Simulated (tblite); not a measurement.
# C43H21: the cost of one run

Programs: tblite 0.8.0 and PySCF 2.14.0, with routines of our own; each step states its level. All values are computed. Atoms count from 0.

## Step 1: The system as given

64 atoms, charge 0, multiplicity 2; geometry from: force field, distance geometry or constructed start.

## Step 2: Optimising the geometry with GFN2-xTB

What the job is given:

```
{"job": {"kind": "relax", "xc": "GFN2-xTB", "basis": "xTB"}, "charge": 0, "multiplicity": 2}
C      6.494500    -1.828400     1.698300
C      5.420500    -2.733200     2.016600
C      4.171000    -2.465600     1.645000
C      3.818400    -1.222600     0.874700
C      2.479700    -0.935600     0.470400
C      1.366000    -1.785300     0.687600
C      0.034100    -1.500100     0.294400
C     -1.045700    -2.422700     0.441200
C     -0.858100    -3.778900     0.828600
C     -1.913000    -4.688400     0.905700
C     -3.194100    -4.274600     0.591400
C     -3.437700    -2.947000     0.233600
C     -4.738800    -2.561100    -0.070800
C     -5.060900    -1.224500    -0.275800
C     -6.406000    -0.899300    -0.514100
C     -6.825100     0.416500    -0.575400
C     -5.931500     1.444100    -0.290300
C     -6.413900     2.757800    -0.214000
C     -5.587900     3.804100     0.200500
C     -4.277900     3.527200     0.565200
C     -3.796000     2.222500     0.466200
C     -4.570000     1.140500    -0.031000
C     -4.066100    -0.218000    -0.181500
C     -2.670000    -0.669900    -0.214000
C     -1.533600     0.123400    -0.634600
C     -1.680400     1.261000    -1.450400
C     -0.603700     2.087800    -1.792300
C      0.677100     1.779700    -1.352800
C      1.739900     2.635400    -1.663200
C      3.042200     2.340200    -1.252100
C      4.096200     3.213000    -1.561700
C      5.392900     2.923000    -1.161600
C      5.671100     1.750800    -0.453900
C      6.983700     1.456100    -0.048000
C      7.260100     0.292900     0.650200
C      6.223700    -0.588500     0.959000
C      4.883900    -0.329800     0.570900
C      4.617000     0.857700    -0.140200
C      3.293400     1.145600    -0.538000
C      2.220400     0.266900    -0.227800
C      0.899000     0.588500    -0.621500
C     -0.198800    -0.267100    -0.309000
C     -2.373300    -2.001200     0.154100
H      7.502800    -2.061400     2.009500
H      5.658700    -3.634400     2.582300
H      3.387400    -3.164200     1.909700
H      1.552000    -2.720300     1.204200
H      0.127600    -4.166500     1.050800
H     -1.719100    -5.718100     1.190300
H     -4.001600    -4.995500     0.647300
H     -5.524600    -3.320800    -0.086800
H     -7.141500    -1.687600    -0.639000
H     -7.872900     0.624100    -0.777000
H     -7.456400     2.982000    -0.446200
H     -5.974700     4.813400     0.270600
H     -3.635700     4.320600     0.935000
H     -2.772800     2.038800     0.816900
H     -2.644800     1.537100    -1.862600
H     -0.795700     2.966400    -2.395300
H      1.546800     3.548800    -2.225500
H      3.903600     4.131800    -2.112100
H      6.193800     3.619800    -1.415100
H      7.799800     2.137200    -0.286000
H      8.280200     0.081700     0.957400
```

Launch:

```console
> OMP_NUM_THREADS=2 python large_run.py task.json out
```

The driver reads the jobs from task.json and runs them one after another.

Q: Estimate the wall time and peak memory of this first job on 2 threads of Intel Xeon at 2.50GHz, shared host.

About 47 s, with a peak of 0.2 GiB.
